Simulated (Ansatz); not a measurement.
# Ag2SbSe4I: a short molecular-dynamics run

What does Ag2SbSe4I do over 30 steps of 1 fs under a Langevin thermostat and barostat at 1200 K and 10 GPa? The cell is a randomly packed cell of 8 atoms, taken as it stands, without a relaxation.

Method: DFT PBE, plane waves, PAW, scalar-relativistic, no spin polarisation, in Ansatz 0.2.0.

### 1 Starting point

The cell holds 8 atoms (Ag2ISbSe4): a = 6.590 Å, b = 6.186 Å, c = 5.767 Å, α = 91.23°, β = 91.00°, γ = 78.30°.

Structure file:

```xyz
8
Lattice="6.5296 0.3082 0.8324 0.8692 6.0627 0.8675 -0.7834 -0.8229 5.6537" Properties=species:S:1:pos:R:3 pbc="T T T"
I     6.2796    0.8753    1.3199
Ag    1.9303    3.6148    5.8880
Ag    4.1472    2.8266    2.7944
Se    5.5753    5.2192    4.1939
Se    5.4761    3.0488    6.2675
Se    2.6000    0.3454    1.6543
Se    3.1979    0.9050    5.1091
Sb    0.9172    2.5266    2.9926
```

### 2 Dynamics

Contents of input.yaml:

```yaml
crystal:
  lattice:
    - [6.529583, 0.308151, 0.832394]
    - [0.869182, 6.062732, 0.867495]
    - [-0.783422, -0.822911, 5.653734]
  atoms:
    - { symbol: I, position: [0.956748, 0.1061, 0.076308] }
    - { symbol: Ag, position: [0.308886, 0.701112, 0.88839] }
    - { symbol: Ag, position: [0.610912, 0.480049, 0.33065] }
    - { symbol: Se, position: [0.794447, 0.886824, 0.488751] }
    - { symbol: Se, position: [0.868471, 0.579772, 0.891732] }
    - { symbol: Se, position: [0.415962, 0.065856, 0.221249] }
    - { symbol: Se, position: [0.553849, 0.227956, 0.787141] }
    - { symbol: Sb, position: [0.130517, 0.469568, 0.438042] }
kpoints:
  mp_grid: { grid: [3, 3, 3] }
magnetization:
  spin_polarized: false
scf:
  occupations: { method: fermi_dirac, width: 0.1 }
hamiltonian:
  pseudopotentials: { kind: paw }
  xc: pbe
basis:
  ecutwfc: 420
md:
  timestep: 1.0
  n_steps: 30
  ensemble: npt_langevin
  temperature: 1200.0
  initial_velocities: maxwell_boltzmann
  seed: 503629
  pressure: 10.0
```

Command:

```sh
ansatz run input.yaml --threads 2 --pin off --max-ram 2560MiB --backend cpu --events-out ev --progress --plain --runs-dir out
```

Q: Predict the outcome of this session. Wanted: temperature, first and last step; temperature, second half; potential energy, second half; largest change of the conserved energy; volume, first and last step; mean square displacement, second half.

**Answer**, as computed:

| quantity | value |
| --- | --- |
| length | 30 steps of 1 fs |
| temperature, first and last step | 1050 and 1792 K |
| temperature, second half | mean 1634 K, from 1395 to 1822 K |
| potential energy, second half | -40 meV/atom from the start |
| largest change of the conserved energy | 0.23 meV/atom |
| volume, first and last step | 28.76 and 22.22 Å³/atom |
| mean square displacement, second half | Ag 0.021, Se 0.018, Sb 0.017, I 0.001 Å² |

Against a set 1200 K the second half averages 1634 K, going from 1395 to 1792 K over that half. The conserved energy strays from its start by at most 0.23 meV/atom, 0.1 % of the mean kinetic energy, so a step of 1 fs is short enough over this time. Over the second half Ag atoms stand 0.1 Å (root mean square) from where they began, and the farthest move is 0.2 Å. The volume changes by -22.7 % from first to last step, and is still moving at the end, so it is no equilibrium value. 30 fs on 8 atoms is far too short and small for converged averages.
